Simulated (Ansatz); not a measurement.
# Bi: stress in a strained cell

Bi is deformed so: equal xy, yz and zx engineering shear strains of -3 %. What stress and forces result, by LAPW, PAW and all-electron datasets made for the crystal?

Computed with Ansatz 0.2.0 (DFT PBEsol, scalar-relativistic, unless a step's input says otherwise).

## Step 1: Starting point

It takes space group P6_3/mmc (No. 194, hexagonal). Conventional cell: a = 4.539 Å, b = 4.539 Å, c = 11.829 Å, α = 90.00°, β = 90.00°, γ = 120.00°.

Structure file:

```
CELL_PARAMETERS angstrom
4.53900 0.00000 0.00000
-2.26950 3.93089 0.00000
0.00000 0.00000 11.82900
ATOMIC_POSITIONS crystal
Bi 0.33333 0.66667 0.25000
Bi 0.66667 0.33333 0.75000
```

Atoms are numbered in the order of the input: Bi1, Bi2.

## Step 2: The deformed structure

Space group P6_3/mmc before, P-1 after.

## Step 3: LAPW, all electrons

The input, input.yaml:

```yaml
crystal:
  lattice:
    - [4.5390002997, -0.0680850045, -0.0680850045]
    - [-2.3284634934, 3.9649320696, -0.0249208413]
    - [-0.177435, -0.177435, 11.829]
  atoms:
    - { symbol: Bi, position: [0.3333333333, 0.6666666667, 0.25] }
    - { symbol: Bi, position: [0.6666666667, 0.3333333333, 0.75] }
kpoints:
  mp_grid: { grid: [9, 9, 3] }
  band_path:
    path:
      - [0.0, 0.0, 0.0]
      - [0.0, 0.0, 0.5]
      - [-0.5, 0.5, 0.0]
      - [0.0, 0.0, 0.0]
      - [0.0, -0.5, 0.0]
      - [-0.5, 0.0, 0.5]
      - [0.0, 0.0, 0.0]
      - [-0.5, 0.0, 0.0]
      - [0.0, -0.5, 0.5]
    npoints: 5
scf:
  occupations: { method: fermi_dirac, width: 0.03 }
hamiltonian:
  xc: pbesol
  pseudopotentials: { kind: all_electron, lapw: { basis_error: 0.0005 } }
output:
  forces: true
  stress: true
  eigenvalues: true
```

On the command line:

```
$ ansatz run input.yaml --threads 1 --pin off --max-ram 3072MiB --backend cpu --events-out ev --progress --plain --runs-dir out
```

## Step 4: PAW on the default files

The input, input.yaml:

```yaml
crystal:
  lattice:
    - [4.5390002997, -0.0680850045, -0.0680850045]
    - [-2.3284634934, 3.9649320696, -0.0249208413]
    - [-0.177435, -0.177435, 11.829]
  atoms:
    - { symbol: Bi, position: [0.3333333333, 0.6666666667, 0.25] }
    - { symbol: Bi, position: [0.6666666667, 0.3333333333, 0.75] }
kpoints:
  mp_grid: { grid: [9, 9, 3] }
scf:
  occupations: { method: fermi_dirac, width: 0.03 }
hamiltonian:
  xc: pbesol
  pseudopotentials: { kind: paw }
output:
  forces: true
  stress: true
  eigenvalues: true
  efg: { contact_densities: true }
```

## Step 5: Datasets made for this crystal

Changes to input.yaml since step 4:

```diff
@@ -14,3 +14,3 @@
   xc: pbesol
-  pseudopotentials: { kind: paw }
+  pseudopotentials: { kind: all_electron, datasets: crystal }
 output:
```

(Steps that only read results are left out.)

**Question.** What will these runs give? Wanted: pressure; largest shear or deviatoric stress.

**Answer**, as computed:

| quantity | value |
| --- | --- |
| pressure | LAPW -3.54, PAW -3.54, crystal datasets -3.54 GPa |
| largest shear or deviatoric stress (LAPW) | 3.15 GPa |

**Reading.** The largest part of the stress beyond the pressure is 3.15 GPa in size, in the zz component; the atoms are carried along and not relaxed. No run of the undeformed cell stands beside it, so the pressure holds what the given cell had before the change. PAW: stress within 0.01 GPa of LAPW. Crystal datasets: stress within 0.01 GPa of LAPW. Spin-orbit coupling is left out, though the cell holds Bi; in elements this heavy it can shift bands and gaps by tenths of an eV.
